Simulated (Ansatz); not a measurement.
Here is an Ansatz 0.2.0 calculation.

File input.yaml:

```yaml
crystal:
  lattice:
    - [0.0, 3.387167, 3.387167]
    - [3.387167, 0.0, 3.387167]
    - [3.387167, 3.387167, 0.0]
  atoms:
    - { symbol: Ge, position: [0.5, 0.5, 0.5] }
    - { symbol: Ge, position: [0.75, 0.75, 0.75] }
    - { symbol: Ge, position: [0.25, 0.25, 0.25] }
    - { symbol: Ga, position: [0.0, 0.0, 0.0] }
hamiltonian:
  xc: pbesol
  pseudopotentials: { kind: paw }
kpoints:
  mp_grid: { grid: [6, 6, 6] }
scf:
  occupations: { method: fermi_dirac, width: 0.05 }
output:
  forces: true
  stress: true
elastic:
  mode: relaxed_ion
  stencil: two_point
```

Potentials or basis: Ansatz PAW.

Command:

```sh
$ ansatz run input.yaml --threads 2 --pin off --max-ram 5632MiB --backend cpu --events-out ev --progress --plain --runs-dir out
```

Question: Predict the elastic constants C11, C12, C44.

Answer: 90, 40, -391 GPa.

Question: What does it give for the Voigt bulk modulus?

Answer: 57 GPa.

Question: What does it give for the pressure?

Answer: -3.0 GPa.

Elastic tensor in Voigt notation (GPa, in the Cartesian axes of the cell as first typed):
```
  90   40   40    0    0    0
  40   90   40    0    0    0
  40   40   90    0    0    0
   0    0    0 -391    0    0
   0    0    0    0 -391    0
   0    0    0    0    0 -391
```

Caveat: the elastic tensor has a negative eigenvalue, so either the cell is unstable as it stands or the mesh is too thin; the PAW data sets come from PBE, with cores solved anew for the run's functional, which leaves a small shift of forces and pressure.
